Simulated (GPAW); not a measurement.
Write an ASE script for GPAW 26.7.0 that does the following.

```yaml
Task: band structure
Functional: r2SCAN
Potentials_or_basis: GPAW PAW data sets (gpaw-data 1.2.1)
Cutoff: 600 eV
Basis: pw
k_mesh: 6 × 6 × 6
Occupations: fermi-dirac, width 0.05 eV
Spin: no spin polarisation
Ranks: 4
Maxiter: 150
Band_path: GXWKGLUWLK,UX
Band_points: 60
```

GaSb3:

```
Sb Ga
1.0
     0.00000    3.73060    3.73060
     3.73060    0.00000    3.73060
     3.73060    3.73060    0.00000
Sb Ga
3 1
Direct
  0.50000 0.50000 0.50000
  0.75000 0.75000 0.75000
  0.25000 0.25000 0.25000
  0.00000 0.00000 0.00000
```

The cell comes from a database or a generator and needn't be the stable form of this composition.

The input as run:

run.py

```python
from ase import Atoms
from ase.dft.bandgap import bandgap
from ase.io import write
from ase.units import GPa
from ase.parallel import parprint
from gpaw import GPAW, PW

atoms = Atoms(['Sb', 'Sb', 'Sb', 'Ga'],
              cell=[[0.0, 3.730595, 3.730595],
                    [3.730595, 0.0, 3.730595],
                    [3.730595, 3.730595, 0.0]],
              scaled_positions=[[0.5, 0.5, 0.5],
                                [0.75, 0.75, 0.75],
                                [0.25, 0.25, 0.25],
                                [0.0, 0.0, 0.0]],
              pbc=True)

calc = GPAW(mode=PW(600),
            xc='MGGA_X_R2SCAN+MGGA_C_R2SCAN',
            kpts={'size': (6, 6, 6), 'gamma': True},
            occupations={'name': 'fermi-dirac', 'width': 0.05},
            nbands=38,
            convergence={'density': 1e-05, 'energy': 1e-05},
            maxiter=150,
            txt='gpaw.txt')
atoms.calc = calc
energy = atoms.get_potential_energy()
forces = atoms.get_forces()
stress = atoms.get_stress()
calc.write('gs.gpw')
write('result.traj', atoms)
parprint(f'Energy: {energy:.6f} eV')
parprint('Forces (eV/A):')
parprint(forces.round(4))
parprint('Stress (GPa):', (stress / GPa).round(3))
parprint('Fermi level:', round(calc.get_fermi_level(), 4), 'eV')
parprint(f'Gap: {bandgap(calc)[0]:.4f} eV, direct: {bandgap(calc, direct=True)[0]:.4f} eV')

path = atoms.cell.bandpath('GXWKGLUWLK,UX', npoints=60, eps=1e-4)
bs_calc = calc.fixed_density(kpts=path, symmetry='off', nbands=59,
                             convergence={'bands': 'CBM+6.0', 'eigenstates': 1e-6}, txt='bands.txt')
bs = bs_calc.band_structure()
bs.write('bs.json')
parprint(f'Gap on the path: {bandgap(bs_calc)[0]:.4f} eV')
```

Potentials or basis: GPAW PAW data sets (gpaw-data 1.2.1), pw.

Launch:

```bash
$ OMP_NUM_THREADS=1 mpirun -n 4 gpaw python run.py
```

Results of the run:

The pressure is -1.7 GPa and the band gap along the path is none (metal or under the smearing width).

Caveat: the PAW data sets were made with another functional, which shifts forces and pressure a little; spin-orbit coupling is left out, which moves the levels of the heavy elements.

It took 2.4 min on 4 MPI ranks on AMD EPYC 7R43 64-Core Processor (Zen 3) (shared host), peak memory 0.4 GiB a rank.
